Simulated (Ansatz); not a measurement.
# BaEuO2: the cost of one run

Computed with Ansatz 0.2.0 (DFT PBEsol+U (U = 5 eV, J = 0.7 eV on Eu f), plane waves, PAW, no spin–orbit coupling unless a run says so, unless a step's input says otherwise).

### Step 1. The system as given

It takes space group R-3m (No. 166, trigonal). Conventional cell: a = 3.752 Å, b = 3.752 Å, c = 18.775 Å, α = 90.00°, β = 90.00°, γ = 120.00°. Ba (site symmetry -3m) is surrounded by 6 O at 2.79 Å. Around Eu (site symmetry -3m) lie 6 O at 2.56 Å. O (site symmetry 3m) is surrounded by 3 Eu at 2.56 Å and 3 Ba at 2.79 Å.

Coordinates:

```cif
data_structure
_symmetry_space_group_name_H-M 'R-3m:H'
_symmetry_Int_Tables_number 166
_cell_length_a 3.7525
_cell_length_b 3.7525
_cell_length_c 18.7755
_cell_angle_alpha 90.000
_cell_angle_beta 90.000
_cell_angle_gamma 120.000
_cell_volume 228.96
loop_
_atom_site_label
_atom_site_type_symbol
_atom_site_symmetry_multiplicity
_atom_site_Wyckoff_symbol
_atom_site_fract_x
_atom_site_fract_y
_atom_site_fract_z
_atom_site_occupancy
Ba1 Ba 3 a 0.00000 0.00000 0.00000 1
Eu1 Eu 3 b 0.66667 0.33333 0.83333 1
O1 O 6 c 0.33333 0.66667 0.90633 1
```

An earlier series on this cell reached its lowest free state from «ferromagnetic start, free, symmetry kept, no search», perhaps among other starts.

### Step 2. Spin-orbit coupling, direction held

input.yaml

```yaml
crystal:
  lattice:
    - [1.87624583, 1.08325104, 6.25849579]
    - [-1.87624583, 1.08325104, 6.25849579]
    - [0.0, -2.16650207, 6.25849579]
  atoms:
    - { symbol: Ba, position: [0.0, 0.0, 0.0] }
    - { symbol: Eu, position: [0.5, 0.5, 0.5], spin: 7.0, spin_axis: [0.57735, 0.57735, 0.57735] }
    - { symbol: O, position: [0.239664, 0.239664, 0.239664] }
    - { symbol: O, position: [0.760336, 0.760336, 0.760336] }
basis:
  ecutwfc: 420
  ecutrho_ratio: 4
kpoints:
  mp_grid: { grid: [6, 6, 6] }
hamiltonian:
  xc: pbesol
  hubbard:
    sites:
      - { site: 1, l: f, u: 5.0, j: 0.7, starting_ns: [{ occupation_matrix: s1 }] }
    occupation_matrices:
      s1:
        spinor_matrix:
          - [[0.76924, 0.0], [0.0, 0.0], [0.0, 0.0], [0.0, 0.0], [0.0, 0.0], [0.0, 0.0], [0.0, 0.0], [0.27424, -0.27424], [0.0, 0.0], [0.0, 0.0], [0.0, 0.0], [0.0, 0.0], [0.0, 0.0], [0.0, 0.0]]
          - [[0.0, 0.0], [0.76924, 0.0], [0.0, 0.0], [0.0, 0.0], [0.0, 0.0], [0.0, 0.0], [0.0, 0.0], [0.0, 0.0], [0.27424, -0.27424], [0.0, 0.0], [0.0, 0.0], [0.0, 0.0], [0.0, 0.0], [0.0, 0.0]]
          - [[0.0, 0.0], [0.0, 0.0], [0.76924, 0.0], [0.0, 0.0], [0.0, 0.0], [0.0, 0.0], [0.0, 0.0], [0.0, 0.0], [0.0, 0.0], [0.27424, -0.27424], [0.0, 0.0], [0.0, 0.0], [0.0, 0.0], [0.0, 0.0]]
          - [[0.0, 0.0], [0.0, 0.0], [0.0, 0.0], [0.76924, 0.0], [0.0, 0.0], [0.0, 0.0], [0.0, 0.0], [0.0, 0.0], [0.0, 0.0], [0.0, 0.0], [0.27424, -0.27424], [0.0, 0.0], [0.0, 0.0], [0.0, 0.0]]
          - [[0.0, 0.0], [0.0, 0.0], [0.0, 0.0], [0.0, 0.0], [0.76924, 0.0], [0.0, 0.0], [0.0, 0.0], [0.0, 0.0], [0.0, 0.0], [0.0, 0.0], [0.0, 0.0], [0.27424, -0.27424], [0.0, 0.0], [0.0, 0.0]]
          - [[0.0, 0.0], [0.0, 0.0], [0.0, 0.0], [0.0, 0.0], [0.0, 0.0], [0.76924, 0.0], [0.0, 0.0], [0.0, 0.0], [0.0, 0.0], [0.0, 0.0], [0.0, 0.0], [0.0, 0.0], [0.27424, -0.27424], [0.0, 0.0]]
          - [[0.0, 0.0], [0.0, 0.0], [0.0, 0.0], [0.0, 0.0], [0.0, 0.0], [0.0, 0.0], [0.76924, 0.0], [0.0, 0.0], [0.0, 0.0], [0.0, 0.0], [0.0, 0.0], [0.0, 0.0], [0.0, 0.0], [0.27424, -0.27424]]
          - [[0.27424, 0.27424], [0.0, 0.0], [0.0, 0.0], [0.0, 0.0], [0.0, 0.0], [0.0, 0.0], [0.0, 0.0], [0.22076, 0.0], [0.0, 0.0], [0.0, 0.0], [0.0, 0.0], [0.0, 0.0], [0.0, 0.0], [0.0, 0.0]]
          - [[0.0, 0.0], [0.27424, 0.27424], [0.0, 0.0], [0.0, 0.0], [0.0, 0.0], [0.0, 0.0], [0.0, 0.0], [0.0, 0.0], [0.22076, 0.0], [0.0, 0.0], [0.0, 0.0], [0.0, 0.0], [0.0, 0.0], [0.0, 0.0]]
          - [[0.0, 0.0], [0.0, 0.0], [0.27424, 0.27424], [0.0, 0.0], [0.0, 0.0], [0.0, 0.0], [0.0, 0.0], [0.0, 0.0], [0.0, 0.0], [0.22076, 0.0], [0.0, 0.0], [0.0, 0.0], [0.0, 0.0], [0.0, 0.0]]
          - [[0.0, 0.0], [0.0, 0.0], [0.0, 0.0], [0.27424, 0.27424], [0.0, 0.0], [0.0, 0.0], [0.0, 0.0], [0.0, 0.0], [0.0, 0.0], [0.0, 0.0], [0.22076, 0.0], [0.0, 0.0], [0.0, 0.0], [0.0, 0.0]]
          - [[0.0, 0.0], [0.0, 0.0], [0.0, 0.0], [0.0, 0.0], [0.27424, 0.27424], [0.0, 0.0], [0.0, 0.0], [0.0, 0.0], [0.0, 0.0], [0.0, 0.0], [0.0, 0.0], [0.22076, 0.0], [0.0, 0.0], [0.0, 0.0]]
          - [[0.0, 0.0], [0.0, 0.0], [0.0, 0.0], [0.0, 0.0], [0.0, 0.0], [0.27424, 0.27424], [0.0, 0.0], [0.0, 0.0], [0.0, 0.0], [0.0, 0.0], [0.0, 0.0], [0.0, 0.0], [0.22076, 0.0], [0.0, 0.0]]
          - [[0.0, 0.0], [0.0, 0.0], [0.0, 0.0], [0.0, 0.0], [0.0, 0.0], [0.0, 0.0], [0.27424, 0.27424], [0.0, 0.0], [0.0, 0.0], [0.0, 0.0], [0.0, 0.0], [0.0, 0.0], [0.0, 0.0], [0.22076, 0.0]]
    ns_hold: { iters: 8 }
scf:
  occupations: { method: gaussian, width: 0.05 }
  lower_state_search: "off"
  max_iter: 150
output:
  forces: true
  stress: true
  eigenvalues: true
  populations: true
  hubbard: { sites: [{ site: 1, l: f }] }
magnetization:
  noncollinear: true
  spin_orbit: true
  spin_locking: { lock_directions: true }
```

At this filling each channel is wholly full or empty, so no choice of orbitals remains. The typed matrices are held for 8 cycles. The lock stays on to the end, so the result is a constrained state. This run includes spin–orbit coupling.

Command:

```sh
ansatz run input.yaml --threads 4 --pin off --max-ram 6144MiB --backend cpu --events-out ev --progress --plain --runs-dir out
```

Q: Estimate wall time and peak memory on 4 threads of Intel Xeon 6975P-C (Granite Rapids), shared host.

About 81 s, with a peak of 1.8 GiB.
